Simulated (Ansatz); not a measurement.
# EuMn2Sb2: the cost of one run

Program: Ansatz 0.2.0. Level of theory: DFT PBE, scalar-relativistic, plane waves, PAW. These are calculated values, not measurements.

2 further runs of the same task are left out: 1 that didn't finish, 1 set aside as unsound or not needed.

## (1) The system as given

The cell holds 20 atoms (Eu4Mn8Sb8): a = 7.597 Å, b = 9.029 Å, c = 9.029 Å, α = 120.00°, β = 90.00°, γ = 90.00°.

The coordinates of this cell stand in the input of its own run.

The host was relaxed before at PBE: a = 4.514 Å, b = 4.514 Å, c = 7.597 Å, α = 90.00°, β = 90.00°, γ = 120.00° (conventional cell), 26.816 Å³/atom.

Places, in fractions of the supercell: Sb in place of Mn at (0.623, 0.167, 0.333); Mn in place of Sb at (0.259, 0.667, 0.333). Its neighbours start displaced at random, with a spread of 0.03 Å in each coordinate.

## (2) The perfect crystal in the supercell of 20 atoms

input.yaml reads:

```yaml
crystal:
  lattice:
    - [0.0, 0.0, 7.5969491726]
    - [-4.5143558503, 7.8190936849, 0.0]
    - [-4.5143558405, -7.8190936906, 0.0]
  atoms:
    - { symbol: Eu, position: [0.0, 0.5, 0.5], spin: 7.52 }
    - { symbol: Eu, position: [0.0, 0.0, 0.5], spin: 7.52 }
    - { symbol: Eu, position: [0.0, 0.5, 1.0], spin: 7.52 }
    - { symbol: Eu, position: [0.0, 0.0, 1.0], spin: 7.52 }
    - { symbol: Mn, position: [0.6233013575, 0.1666666667, 0.3333333333], spin: 4.4 }
    - { symbol: Mn, position: [0.6233013575, 0.6666666667, 0.3333333333], spin: 4.4 }
    - { symbol: Mn, position: [0.6233013575, 0.1666666667, 0.8333333333], spin: 4.4 }
    - { symbol: Mn, position: [0.6233013575, 0.6666666667, 0.8333333333], spin: 4.4 }
    - { symbol: Mn, position: [0.3766986425, 0.8333333333, 0.1666666667], spin: 4.4 }
    - { symbol: Mn, position: [0.3766986425, 0.3333333333, 0.1666666667], spin: 4.4 }
    - { symbol: Mn, position: [0.3766986425, 0.8333333333, 0.6666666667], spin: 4.4 }
    - { symbol: Mn, position: [0.3766986425, 0.3333333333, 0.6666666667], spin: 4.4 }
    - { symbol: Sb, position: [0.2585592234, 0.1666666667, 0.3333333333] }
    - { symbol: Sb, position: [0.2585592234, 0.6666666667, 0.3333333333] }
    - { symbol: Sb, position: [0.2585592234, 0.1666666667, 0.8333333333] }
    - { symbol: Sb, position: [0.2585592234, 0.6666666667, 0.8333333333] }
    - { symbol: Sb, position: [0.7414407766, 0.8333333333, 0.1666666667] }
    - { symbol: Sb, position: [0.7414407766, 0.3333333333, 0.1666666667] }
    - { symbol: Sb, position: [0.7414407766, 0.8333333333, 0.6666666667] }
    - { symbol: Sb, position: [0.7414407766, 0.3333333333, 0.6666666667] }
basis:
  ecutwfc: 420
  xc_grid: 2
kpoints:
  mp_grid: { grid: [3, 3, 3], shift: [0.0, 0.0, 0.0] }
hamiltonian:
  xc: pbe
scf:
  occupations: { method: gaussian, width: 0.05 }
  lower_state_search: "off"
output:
  forces: true
  stress: true
  eigenvalues: true
  populations: true
  hubbard: { sites: [{ species: Eu, l: f }] }
  write_density: true
  write_potential: true
  elf: true
  volumetric_format: npy
magnetization:
  spin_polarized: true
```

The run is started by

```
$ ansatz run input.yaml --threads 8 --pin off --max-ram 14336MiB --backend cpu --events-out ev --progress --plain --runs-dir out
```

What time and memory should one allow on 8 threads of Arm Neoverse V2, shared host?

About 38 s, with a peak of 4.1 GiB.
